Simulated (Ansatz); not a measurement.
# FGeH5Sn: one species, many methods

Aim: compute FGeH5Sn with functionals from several rungs and with coupled cluster, and see how far each lands from CCSD(T) at the basis-set limit for the atomisation energy.

Method: functionals in def2-TZVPP, the program's frozen cores in correlated methods; program: Ansatz 0.2.0, Gaussian basis.

The runs, in order: LDA (SPW92), PBE-D4, revPBE-D4, BLYP-D4, r2SCAN-D4, B97M-V, PBE0-D4, B3LYP-D4, r2SCANh-D4, r2SCAN0-D4, HSE06-D4, BHLYP-D4, CAM-B3LYP-D4, LC-ωPBE, ωB97X-V, ωB97M-V, B2PLYP, PBE-QIDH; CCSD(T)/def2-SVP; CCSD(T)/def2-TZVPP; MP2/def2-QZVPP; extrapolation to the limit; RPA on PBE.

## (1) The relaxed structure

An earlier PBE0-D4 in a triple-zeta def2 set relaxation fixed the geometry. Sn takes the def2 core potential; no spin-orbit term is included.

SMILES `[F][SnH2][GeH3]`, 8 atoms, charge 0, spin multiplicity 1.

Atoms are counted from 1 here; the program's logs count them from 0.

Bond lengths: F1–Sn2 1.933 Å, Sn2–Ge3 2.596 Å, Sn2–H4 1.707 Å, Sn2–H5 1.707 Å, Ge3–H6 1.534 Å, Ge3–H7 1.537 Å, Ge3–H8 1.534 Å. Angles: F1–Sn2–Ge3 104.6°, F1–Sn2–H4 103.9°, F1–Sn2–H5 103.9°, Ge3–Sn2–H4 115.6°, Ge3–Sn2–H5 115.6°, H4–Sn2–H5 111.3°, Sn2–Ge3–H6 109.6°, Sn2–Ge3–H7 109.3°, Sn2–Ge3–H8 109.6°, H6–Ge3–H7 109.2°, H6–Ge3–H8 109.9°, H7–Ge3–H8 109.2°.

## (2) LDA

This LDA is Slater exchange with PW92 correlation.

Contents of in.yaml:

```yaml
crystal:
  periodic: [false, false, false]
  atoms:
    - {symbol: F, position_ang: [-2.092894, 1.330148, -0.016995]}
    - {symbol: Sn, position_ang: [-0.505493, 0.681447, -0.908890]}
    - {symbol: Ge, position_ang: [0.690233, -0.786966, 0.867308]}
    - {symbol: H, position_ang: [-1.110500, -0.152205, -2.270667]}
    - {symbol: H, position_ang: [0.319110, 2.104534, -1.367463]}
    - {symbol: H, position_ang: [1.051668, 0.071891, 2.085833]}
    - {symbol: H, position_ang: [1.975601, -1.372544, 0.261168]}
    - {symbol: H, position_ang: [-0.235427, -1.933305, 1.294006]}
basis:
  gaussian: {orbitals: def2-TZVPP}
hamiltonian: {xc: lda}
output: {orbitals: {seedname: orbitals}}
```

Started as:

```
ansatz run in.yaml --threads 4 --pin off --events-out ev --progress --plain --max-ram 10444MiB
```

After this run come: PBE-D4 (GGA); revPBE-D4 (GGA); BLYP-D4 (GGA); r2SCAN-D4 (meta-GGA); B97M-V (meta-GGA); B3LYP-D4 (hybrid); r2SCANh-D4 (hybrid); r2SCAN0-D4 (hybrid); HSE06-D4 (hybrid); BHLYP-D4 (hybrid); CAM-B3LYP-D4 (range-separated); LC-ωPBE (range-separated); ωB97X-V (range-separated); ωB97M-V (range-separated); B2PLYP (double hybrid); PBE-QIDH (double hybrid); CCSD(T) in def2-SVP; CCSD(T) in def2-TZVPP; MP2 in def2-QZVPP; RPA on PBE orbitals.

Q: Predict the results of all the runs planned. Wanted: atomisation energy, CCSD(T)/CBS; farthest beyond LDA; mean size of error, GGA; mean size of error, meta-GGA; mean size of error, hybrid; mean size of error, range-separated; mean size of error, double hybrid; gap, smallest and largest; T1 diagnostic.

The runs gave:

| quantity | value |
| --- | --- |
| atomisation energy, CCSD(T)/CBS | 2096.5 kJ/mol |
| functionals within 21.0 kJ/mol (1.0 %) | B97M-V, ωB97X-V |
| farthest beyond LDA | revPBE-D4 (-99.1 kJ/mol) |
| mean size of error, GGA | 69.6 kJ/mol |
| mean size of error, meta-GGA | 23.6 kJ/mol |
| mean size of error, hybrid | 64.3 kJ/mol |
| mean size of error, range-separated | 30.6 kJ/mol |
| mean size of error, double hybrid | 68.7 kJ/mol |
| gap, smallest and largest | 5.20 eV (LDA (SPW92)), 11.73 eV (LC-ωPBE) |
| T1 diagnostic | 0.0131 |
| triples share of the correlation energy | 2.9 % |

The LDA atomisation energy is off by 250.6 kJ/mol (12 %): it overbinds. PBE-D4 is off by -49.9 kJ/mol. Double hybrids carry the basis error of their MP2 part in triple zeta, and no dispersion term here, so their miss is partly the set-up's. Taken by rung, meta-GGA functionals do best (23.6 kJ/mol on average) and GGA ones worst beyond LDA (69.6 kJ/mol). double hybrid functionals lie within the reference's doubt of that worst mean (68.7 kJ/mol), so those two tie. The gap between the best rungs is small, so their order is not settled. Misses under about 21.0 kJ/mol are within the doubt on the reference itself, which lacks core-valence correlation, spin-orbit coupling and higher excitations, and its outer-core shells are covered unevenly. All levels share the lack of spin-orbit coupling, which lowers the free heavy atoms and so the true binding. Hartree-Fock recovers 70 % of the binding; the rest is correlation. CCSD(T) in def2-SVP is off by -177.1 kJ/mol, more than most functionals: a good method in a small basis is no reference. The gap grows from 5.2 to 11.7 eV across the functionals, mostly with the share of exact exchange. Correlated methods include outer-core shells of Ge, Sn, which these sets cover unevenly.
